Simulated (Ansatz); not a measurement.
**WCl+ (quintet): from Hartree-Fock to the top rungs, def2-TZVPP**

An exercise on one series of results from a longer session: the logs are not shown, and one member is left open.

Method: def2-TZVPP, core rule «outside noble gas», up to 9 orbitals frozen; program: Ansatz 0.2.0, Gaussian basis.

To be run: UHF; CCSD(T) on ROHF; CCSD(T) on UHF; CCSDT(Q) on ROHF; CCSDT(Q) on UHF; CASSCF and NEVPT2, 12 electrons in 10 orbitals.

3 further runs of the same task are left out: 1 for a known fault of the program, 2 set aside as unsound or not needed.

## The geometry

The geometry is a PBE0/def2-TZVP stationary point (not a proven minimum) of the parent state, kept for this charge and spin. No spin-orbit coupling is included. Elements past krypton take def2 core potentials.

2 atoms, charge 1, spin multiplicity 5.

Atoms are counted from 1 here; the program's logs count them from 0.

Bond lengths: W1–Cl2 2.143 Å.

The first run:

in.yaml reads:

```yaml
crystal:
  periodic: [false, false, false]
  atoms:
    - {symbol: W, position_ang: [0.000000, 0.000000, 0.000000]}
    - {symbol: Cl, position_ang: [0.000000, 0.000000, 2.142800]}
basis:
  gaussian: {orbitals: def2-TZVPP}
total_charge: 1
magnetization: {spin_polarized: true, initial_magnetization: 4}
hamiltonian: {xc: hf}
output: {orbitals: {seedname: orbitals}}
```

Started as:

```
$ ansatz run in.yaml --threads 1 --pin off --events-out ev --progress --plain --max-ram 4096MiB --backend cpu
```

Steps of the session up to this table: UHF; CCSD(T) on ROHF; CCSD(T) on UHF; CCSDT(Q) on ROHF; CCSDT(Q) on UHF; CASSCF and NEVPT2, 12 electrons in 10 orbitals.

One of the session's tables, all rows but one given; the rest of the session is left out.

| method | from RCCSDT(Q) (meV) |
| --- | --- |
| ROHF | +8555.3 |
| UHF | +8332.5 |
| RMP2 | +1042.8 |
| UMP2 | +904.7 |
| RCCSD | +464.0 |
| UCCSD | +353.1 |
| RCCSD(T) | +43.8 |
| UCCSD(T) | -62.2 |
| RCCSDT | ? |
| UCCSDT | -92.0 |
| RCCSDT(Q) | 0 |
| UCCSDT(Q) | -118.1 |
| CASSCF valence | +7447.2 |
| NEVPT2 valence | +1672.4 |

**Question.** Estimate the row for RCCSDT.

As computed: from RCCSDT(Q) (meV): +14.3. In the column «from RCCSDT(Q) (meV)» it lies between RCCSDT(Q) (0) and RCCSD(T) (+43.8).

Limits of these values: Restricted and unrestricted rows rest on different reference determinants; where their highest levels disagree by more than a few hundredths of an eV, they describe different states and don't form one ladder.
